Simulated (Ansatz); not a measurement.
# Li (Lithium): the cost of one run

Method: DFT PBE+D3(BJ), scalar-relativistic, plane waves, PAW, in Ansatz 0.2.0.

2 further runs of the same task are left out: 2 set aside as unsound or not needed.

## Step 1: Starting point

The structure is cubic, space group Im-3m (No. 229). Conventional cell: a = 3.324 Å, b = 3.324 Å, c = 3.324 Å, α = 90.00°, β = 90.00°, γ = 90.00°. Li (site symmetry m-3m) is surrounded by 8 Li at 2.88 Å.

Coordinates:

```
Li
1.0
    -1.66183    1.66183    1.66183
     1.66183   -1.66183    1.66183
     1.66183    1.66183   -1.66183
Li
1
Direct
  0.00000 0.00000 0.00000
```

It is the result of an earlier relaxation at this level (volume 18.36 Å³/atom; gap on the mesh: none (metal)).

## Step 2: Static run: bands, density of states and charges

Input file input.yaml:

```yaml
crystal:
  lattice:
    - [-1.6618312032, 1.6618312032, 1.6618312032]
    - [1.6618312032, -1.6618312032, 1.6618312032]
    - [1.6618312032, 1.6618312032, -1.6618312032]
  atoms:
    - { symbol: Li, position: [0.0, 0.0, 0.0] }
basis:
  ecutwfc: 420
kpoints:
  mp_grid: { grid: [18, 18, 18] }
  band_path:
    path:
      - [[0.0, 0.0, 0.0], [0.5, -0.5, 0.5], [0.0, 0.0, 0.5], [0.0, 0.0, 0.0], [0.25, 0.25, 0.25], [0.5, -0.5, 0.5]]
      - [[0.25, 0.25, 0.25], [0.0, 0.0, 0.5]]
    npoints: 14
hamiltonian:
  xc: pbe
  dispersion: d3bj
scf:
  occupations: { method: gaussian, width: 0.1 }
  n_extra_bands: 6
output:
  forces: true
  stress: true
  eigenvalues: true
  populations: true
  dos: { projected: true, de: 0.02, nscf_kmesh: { grid: [27, 27, 27] } }
  bader: true
  write_density: true
  write_potential: true
  elf: true
  volumetric_format: npy
```

The run is started by

```
ansatz run input.yaml --threads 1 --pin off --max-ram 2560MiB --backend cpu --events-out ev --progress --plain --runs-dir out
```

What time and memory should one allow on 1 thread of an Arm CPU, shared host?

About 86 s, with a peak of 0.29 GiB.
